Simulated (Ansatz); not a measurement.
**C₂H₄BCl: basis-set convergence**

One table from this session's results is given with a row withheld; the runs are named, their logs left out.

Method: one geometry, several basis sets; program: Ansatz 0.2.0, Gaussian basis.

The runs, in order: PBE0-D4/def2-SVP; ωB97M-V/def2-SVP; PBE0-D4/def2-QZVPP; ωB97M-V/def2-QZVPP; the functionals' def2-TZVPP values are taken from earlier runs.

## The geometry

All runs share one geometry, relaxed beforehand with PBE0-D4 in a triple-zeta def2 set.

SMILES `BC(=C)Cl`, 8 atoms, charge 0, spin multiplicity 1.

Atoms are counted from 1 here; the program's logs count them from 0.

Bond lengths: B1–C2 1.537 Å, B1–H5 1.192 Å, B1–H6 1.195 Å, C2–C3 1.337 Å, C2–Cl4 1.742 Å, C3–H7 1.085 Å, C3–H8 1.084 Å. Angles: C2–B1–H5 121.8°, C2–B1–H6 117.2°, H5–B1–H6 120.9°, B1–C2–C3 121.8°, B1–C2–Cl4 119.3°, C3–C2–Cl4 118.9°, C2–C3–H7 123.1°, C2–C3–H8 118.8°, H7–C3–H8 118.1°.

The first run:

Input file in.yaml:

```yaml
crystal:
  periodic: [false, false, false]
  atoms:
    - {symbol: B, position_ang: [-0.436022, 1.160530, -0.380015]}
    - {symbol: C, position_ang: [-0.184545, -0.349926, -0.245563]}
    - {symbol: C, position_ang: [0.688704, -0.842064, 0.639157]}
    - {symbol: Cl, position_ang: [-1.058713, -1.454360, -1.271090]}
    - {symbol: H, position_ang: [-1.214558, 1.600349, -1.167658]}
    - {symbol: H, position_ang: [0.183784, 1.884478, 0.341307]}
    - {symbol: H, position_ang: [0.882584, -1.903311, 0.752251]}
    - {symbol: H, position_ang: [1.230966, -0.152698, 1.275711]}
basis:
  gaussian: {orbitals: def2-SVP}
hamiltonian: {xc: pbe0, dispersion: d4}
output: {orbitals: {seedname: orbitals}}
```

Started as:

```
ansatz run in.yaml --threads 2 --pin off --events-out ev --progress --plain --max-ram 4352MiB
```

Among the steps run: PBE0-D4 in def2-SVP; ωB97M-V in def2-SVP; PBE0-D4 in def2-QZVPP; ωB97M-V in def2-QZVPP.

One table of the session follows, with a row left open; its other results are not shown here.

It belongs to the step «Functionals by basis». 

| functional | basis | HOMO (eV) | LUMO (eV) |
| --- | --- | --- | --- |
| PBE0-D4 | def2-SVP | -7.76 | -2.39 |
| PBE0-D4 | def2-TZVPP | -7.88 | -2.48 |
| PBE0-D4 | def2-QZVPP | -7.90 | -2.51 |
| ωB97M-V | def2-SVP | ? | ? |
| ωB97M-V | def2-TZVPP | -10.04 | -0.44 |
| ωB97M-V | def2-QZVPP | -10.07 | -0.49 |

Q: Estimate the row for ωB97M-V, def2-SVP from the others.

As computed: HOMO (eV): -9.88; LUMO (eV): -0.27. In the column «HOMO (eV)» it lies between ωB97M-V, def2-TZVPP (-10.04) and PBE0-D4, def2-QZVPP (-7.90).
